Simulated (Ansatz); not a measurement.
**C2H7GaSe: small, medium and large basis sets**

Aim: see how fast density functionals converge with the basis set for C2H7GaSe.

Computed with Ansatz 0.2.0, Gaussian basis. Level: one geometry, several basis sets.

Levels to be run: PBE0-D4/def2-SVP; ωB97M-V/def2-SVP; PBE0-D4/def2-QZVPP; ωB97M-V/def2-QZVPP; the functionals' def2-TZVPP values are taken from earlier runs.

### 1 Structure used throughout

All runs share one geometry, relaxed beforehand with PBE0-D4 in a triple-zeta def2 set.

SMILES `[CH3][Ga]([CH3])[SeH]`, 11 atoms, charge 0, spin multiplicity 1.

Atoms are counted from 1 here; the program's logs count them from 0.

Bond lengths: C1–Ga2 1.965 Å, C1–H5 1.094 Å, C1–H6 1.091 Å, C1–H7 1.092 Å, Ga2–C3 1.965 Å, Ga2–Se4 2.343 Å, C3–H8 1.093 Å, C3–H9 1.090 Å, C3–H10 1.093 Å, Se4–H11 1.468 Å. Angles: Ga2–C1–H5 109.3°, Ga2–C1–H6 111.4°, Ga2–C1–H7 111.2°, H5–C1–H6 107.9°, H5–C1–H7 107.8°, H6–C1–H7 109.1°, C1–Ga2–C3 126.5°, C1–Ga2–Se4 118.2°, C3–Ga2–Se4 115.3°, Ga2–C3–H8 110.1°, Ga2–C3–H9 112.0°, Ga2–C3–H10 110.0°, H8–C3–H9 108.7°, H8–C3–H10 107.3°, H9–C3–H10 108.6°, Ga2–Se4–H11 93.8°.

### 2 PBE0-D4 in def2-SVP

File in.yaml:

```yaml
crystal:
  periodic: [false, false, false]
  atoms:
    - {symbol: C, position_ang: [-0.722450, 1.355631, -0.782843]}
    - {symbol: Ga, position_ang: [0.036941, -0.318630, -0.088814]}
    - {symbol: C, position_ang: [1.017353, -0.547791, 1.598205]}
    - {symbol: Se, position_ang: [-0.255591, -2.271578, -1.349736]}
    - {symbol: H, position_ang: [-1.742046, 1.473107, -0.405060]}
    - {symbol: H, position_ang: [-0.766953, 1.351012, -1.872501]}
    - {symbol: H, position_ang: [-0.142324, 2.219413, -0.452563]}
    - {symbol: H, position_ang: [0.401923, -0.215228, 2.438088]}
    - {symbol: H, position_ang: [1.305017, -1.585691, 1.765703]}
    - {symbol: H, position_ang: [1.920395, 0.068107, 1.592256]}
    - {symbol: H, position_ang: [-0.986964, -1.585452, -2.422237]}
basis:
  gaussian: {orbitals: def2-SVP}
hamiltonian: {xc: pbe0, dispersion: d4}
output: {orbitals: {seedname: orbitals}}
```

Further steps of the session: ωB97M-V in def2-SVP; PBE0-D4 in def2-QZVPP; ωB97M-V in def2-QZVPP.

Q: Predict the results of all the runs planned. Wanted: PBE0-D4: double and triple zeta above quadruple; ωB97M-V: double and triple zeta above quadruple.

The runs gave:

| quantity | value |
| --- | --- |
| PBE0-D4: double and triple zeta above quadruple | 19.86, 2.68 eV |
| ωB97M-V: double and triple zeta above quadruple | 19.90, 2.60 eV |

For PBE0-D4 the step from double to triple zeta gains 17.19 eV and the next only 2.68 eV. These are total energies; as a rule much of such shifts cancels in differences, which this series doesn't test.
